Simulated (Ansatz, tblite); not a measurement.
# 1-butyl-3-methylimidazolium bromide (C8H15BrN2): a ladder of methods and basis sets

One table from this session's results is given with a row withheld; the runs are named, their logs left out.

Method: as each input shows; program: Ansatz 0.2.0, Gaussian basis.

Levels to be run: GFN1-xTB, GFN2-xTB, PBE-D4/def2-TZVP, r2SCAN-D4/def2-TZVP, r2SCANh-D4/def2-TZVP, BHLYP-D4/def2-TZVP, PBE-D4/def2-SVP, PBE0-D4/def2-SVP, HF/6-31G, B3LYP-D4/6-31G, MP2/def2-SVP, RPA/def2-SVP.

1 further run of the same task is left out (it didn't finish). Runs told in other sessions of the task aren't counted.

## The structure

The singlet was relaxed beforehand with PBE-D4/def2-SVP.

26 atoms, charge 0, spin multiplicity 1.

Bond lengths: C1–C2 1.529 Å, C1–H11 1.110 Å, C1–H12 1.109 Å, C1–H13 1.110 Å, C2–C3 1.532 Å, C2–H14 1.113 Å, C2–H15 1.112 Å, C3–C4 1.526 Å, C3–H16 1.113 Å, C3–H17 1.111 Å, C4–N5 1.464 Å, C4–H18 1.114 Å, C4–H19 1.109 Å, N5–C6 1.392 Å, N5–C10 1.367 Å, C6–C7 1.369 Å, C6–H20 1.094 Å, C7–N8 1.392 Å and more. Angles: C2–C1–H11 111.3°, C2–C1–H12 111.7°, C2–C1–H13 111.3°, H11–C1–H12 107.6°, H11–C1–H13 107.1°, H12–C1–H13 107.6°, C1–C2–C3 113.1°, C1–C2–H14 109.8°, C1–C2–H15 109.7°, C3–C2–H14 109.1°, C3–C2–H15 109.5°, H14–C2–H15 105.4°, C2–C3–C4 115.0°, C2–C3–H16 111.1°, C2–C3–H17 109.8°, C4–C3–H16 108.7°, C4–C3–H17 106.8°, H16–C3–H17 104.8° and more.

Coordinates:

```xyz
26

C    -3.4204   -1.3230    0.2735
C    -2.3759   -0.2077    0.3399
C    -1.6879    0.0507   -1.0044
C    -0.6487    1.1686   -0.9939
N     0.4569    0.9261   -0.0659
C     1.2445    1.9203    0.5079
C     2.3752    1.3216    0.9945
N     2.2737   -0.0395    0.7204
C     3.3465   -1.0136    0.7979
C     1.1651   -0.2429   -0.0520
H    -4.2221   -1.0827   -0.4557
H    -3.9029   -1.4922    1.2574
H    -2.9642   -2.2835   -0.0462
H    -2.8517    0.7351    0.6928
H    -1.6101   -0.4572    1.1071
H    -1.2119   -0.8764   -1.3950
H    -2.4463    0.3240   -1.7696
H    -0.1900    1.2611   -2.0050
H    -1.1074    2.1360   -0.7036
H     0.9233    2.9657    0.5331
H     3.2307    1.7407    1.5323
H     2.9753   -1.9661    1.2262
H     4.1530   -0.6203    1.4430
H     3.7203   -1.1976   -0.2352
H     0.7229   -1.2286   -0.2162
Br    2.0520   -0.5187   -2.4832
```

PBE0-D4/def2-TZVP was run before; its log isn't repeated, and its numbers join the tables.

Set-up of the first run:

Tight binding, by tblite at 300 K electronic temperature and without a spin-polarisation term:

```python
tblite.interface.Calculator('GFN1-xTB', numbers, positions, charge=0, uhf=0).singlepoint()
```

Tight binding, by tblite at 300 K electronic temperature and without a spin-polarisation term:

```python
tblite.interface.Calculator('GFN2-xTB', numbers, positions, charge=0, uhf=0).singlepoint()
```

start.molden holds the orbitals of an earlier run on this state, given as this run's starting guess.

The input, in.yaml:

```yaml
crystal:
  periodic: [false, false, false]
  atoms:
    - {symbol: C, position_ang: [-3.420355, -1.322963, 0.273538]}
    - {symbol: C, position_ang: [-2.375913, -0.207730, 0.339861]}
    - {symbol: C, position_ang: [-1.687888, 0.050717, -1.004420]}
    - {symbol: C, position_ang: [-0.648697, 1.168634, -0.993872]}
    - {symbol: N, position_ang: [0.456863, 0.926057, -0.065946]}
    - {symbol: C, position_ang: [1.244470, 1.920310, 0.507870]}
    - {symbol: C, position_ang: [2.375246, 1.321581, 0.994528]}
    - {symbol: N, position_ang: [2.273745, -0.039516, 0.720382]}
    - {symbol: C, position_ang: [3.346502, -1.013579, 0.797924]}
    - {symbol: C, position_ang: [1.165100, -0.242876, -0.052010]}
    - {symbol: H, position_ang: [-4.222078, -1.082701, -0.455726]}
    - {symbol: H, position_ang: [-3.902902, -1.492239, 1.257372]}
    - {symbol: H, position_ang: [-2.964220, -2.283532, -0.046177]}
    - {symbol: H, position_ang: [-2.851684, 0.735121, 0.692754]}
    - {symbol: H, position_ang: [-1.610144, -0.457165, 1.107099]}
    - {symbol: H, position_ang: [-1.211931, -0.876367, -1.395035]}
    - {symbol: H, position_ang: [-2.446350, 0.323956, -1.769572]}
    - {symbol: H, position_ang: [-0.189967, 1.261129, -2.004962]}
    - {symbol: H, position_ang: [-1.107405, 2.135970, -0.703559]}
    - {symbol: H, position_ang: [0.923298, 2.965719, 0.533077]}
    - {symbol: H, position_ang: [3.230679, 1.740700, 1.532293]}
    - {symbol: H, position_ang: [2.975327, -1.966052, 1.226243]}
    - {symbol: H, position_ang: [4.153037, -0.620271, 1.443001]}
    - {symbol: H, position_ang: [3.720326, -1.197583, -0.235223]}
    - {symbol: H, position_ang: [0.722931, -1.228568, -0.216204]}
    - {symbol: Br, position_ang: [2.052029, -0.518741, -2.483226]}
basis:
  gaussian: {orbitals: def2-TZVP, initial_orbitals: start.molden}
hamiltonian: {xc: pbe, dispersion: d4}
scf: {omitted_lower_state_checks: [starts]}
output: {forces: true, orbitals: {seedname: orbitals}}
```

Run with:

```console
> ansatz run in.yaml --threads 4 --pin off --events-out ev --progress --plain --max-ram 6963MiB
```

Among the steps run: PBE-D4/def2-TZVP; r2SCAN-D4/def2-TZVP; r2SCANh-D4/def2-TZVP; BHLYP-D4/def2-TZVP; PBE-D4/def2-SVP; PBE0-D4/def2-SVP; HF/6-31G; B3LYP-D4/6-31G; MP2/def2-SVP; RPA/def2-SVP.

One table of the session follows, with a row left open; its other results are not shown here.

It belongs to the step «Binding energy». 

| level | binding an atom (eV) |
| --- | --- |
| HF/6-31G | ? |
| HF/def2-SVP | 3.090 |
| PBE-D4/def2-SVP | 4.380 |
| PBE-D4/def2-TZVP | 4.326 |
| r2SCAN-D4/def2-TZVP | 4.209 |
| r2SCANh-D4/def2-TZVP | 4.183 |
| B3LYP-D4/6-31G | 4.121 |
| PBE0-D4/def2-SVP | 4.299 |
| PBE0-D4/def2-TZVP | 4.244 |
| BHLYP-D4/def2-TZVP | 4.073 |
| MP2/def2-SVP | 4.072 |

Q: Estimate the row for HF/6-31G from the others.

The run gave: binding an atom (eV): 2.857. In the column «binding an atom (eV)» it is the lowest.

Limits of these values: Free atoms were run apart at each level; binding is atoms less cluster, divided by the number of atoms, without zero-point or spin-orbit terms.
